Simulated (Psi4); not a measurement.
# SAPT0-D3BJ/cc-pVDZ (density fitting, density fitting for correlation, fragments set) run of BN2HO2 (SMILES N#N.O=BO)

Wanted: the interaction energy of BN2HO2. 

Program for the calculation: Psi4 1.11.

10 further runs of the same task are left out: 3 that didn't finish, 7 set aside as unsound or not needed. Runs told in other sessions of the task aren't counted.

## (1) The system as given

BN2HO2: 6 atoms, total charge 0, spin state singlet. As SMILES, `N#N.O=BO`. The shape is that of a GFN2-xTB optimisation.

Bond lengths: N1–N2 1.097 Å, O3–B4 1.198 Å, B4–O5 1.301 Å, O5–H6 0.959 Å. Angles: O3–B4–O5 176.6°, B4–O5–H6 122.2°.

## (2) The interaction energy at SAPT0-D3BJ/cc-pVDZ (density fitting, density fitting for correlation, fragments set)

input.dat

```
memory 1600 mb

molecule {
  0 1
  N      0.353870     3.005920    -0.123090
  N      0.101690     1.954180    -0.307030
  --
  0 1
  O      0.349830    -2.457630     1.191100
  B     -0.026860    -1.676320     0.364550
  O     -0.468520    -0.885890    -0.569900
  H     -0.310020     0.059740    -0.555630
  symmetry c1
  no_reorient
  no_com
}

set {
  basis cc-pVDZ
  reference rhf
  scf_type df
  freeze_core true
}

energy_value = energy('sapt0-d3bj')
```

Command:

```bash
$ psi4 input.dat output.dat -n 1
```

Q: Predict the results. Wanted: interaction energy; dispersion energy.

Answer, from the run:

At SAPT0-D3BJ/cc-pVDZ (density fitting, density fitting for correlation, fragments set):

| quantity | value |
| --- | --- |
| interaction energy | -11.08 kJ/mol |
| dispersion energy | -62.57 kJ/mol |
